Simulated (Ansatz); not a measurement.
**ClFGeH2O2: molecular dynamics**

Purpose: to follow the molecule's vibrations and see whether its bonds hold. The start is relaxed first. Runs: 300 steps of 0.5 fs under a Nosé-Hoover thermostat at 300 K. SMILES of the start: [OH][Ge]([OH])([F])[Cl].

All numbers below are computed with Ansatz 0.2.0 (RHF/def2-SVP).

## (1) The starting structure

Bond lengths: Ge1–Cl2 2.220 Å, Ge1–O3 1.770 Å, O3–H4 1.010 Å, Ge1–O5 1.769 Å, O5–H6 1.010 Å, Ge1–F7 1.679 Å. Angles: Cl2–Ge1–O3 109.4°, Cl2–Ge1–O5 109.5°, Cl2–Ge1–F7 109.5°, O3–Ge1–O5 109.5°, O3–Ge1–F7 109.5°, O5–Ge1–F7 109.5°, Ge1–O3–H4 109.5°, Ge1–O5–H6 109.5°.

As a file:

```xyz
7

Ge    0.0000    0.0000    0.0000
Cl    0.0000    0.0000    2.2200
O     1.6691    0.0000   -0.5894
H     1.9855   -0.9521   -0.7061
O    -0.8337    1.4443   -0.5894
H    -1.7915    1.2136   -0.8118
F    -0.7913   -1.3709   -0.5594
```

## (2) Preparing the start

Contents of input.yaml:

```yaml
crystal:
  periodic: [false, false, false]
  atoms:
    - { symbol: Ge, position_ang: [0.0, 0.0, 0.0] }
    - { symbol: Cl, position_ang: [0.0, 0.0, 2.22] }
    - { symbol: O, position_ang: [1.6691, 0.0, -0.5894] }
    - { symbol: H, position_ang: [1.9855, -0.9521, -0.7061] }
    - { symbol: O, position_ang: [-0.8337, 1.4443, -0.5894] }
    - { symbol: H, position_ang: [-1.7915, 1.2136, -0.8118] }
    - { symbol: F, position_ang: [-0.7913, -1.3709, -0.5594] }
basis:
  gaussian: { orbitals: def2-SVP }
hamiltonian:
  xc: hf
relax:
  f_tol: 0.02
  max_steps: 40
```

On the command line:

```
$ ansatz run input.yaml --threads 1 --pin off --max-ram 2048MiB --backend cpu --events-out ev --progress --plain --runs-dir out
```

After this run come: Dynamics.

What does the calculation give? Wanted: relaxation of the start; temperature, first and last step; temperature, second half; potential energy, second half; largest change of the conserved energy; bonds formed or broken.

**Answer**, as computed:

| quantity | value |
| --- | --- |
| relaxation of the start | 17 moves, 0.447 eV lower |
| length | 300 steps of 0.5 fs |
| temperature, first and last step | 300 and 241 K |
| temperature, second half | mean 207 K, from 144 to 300 K |
| potential energy, second half | +18 meV/atom from the start |
| largest change of the conserved energy | 0.27 meV/atom |
| bonds formed or broken | 0 |

Against a set 300 K the second half averages 207 K with a spread of 37 K; 18 meV/atom has gone into potential energy, and a thermostat that acts over some 100 fs has not made it up in 150 fs. The conserved energy strays from its start by at most 0.27 meV/atom, 1.5 % of the mean kinetic energy, so a step of 0.5 fs is short enough over this time. The bonds all hold. Averages from a run of 150 fs with 7 atoms are rough. The nuclei move classically, without zero-point motion, which matters most for hydrogen.
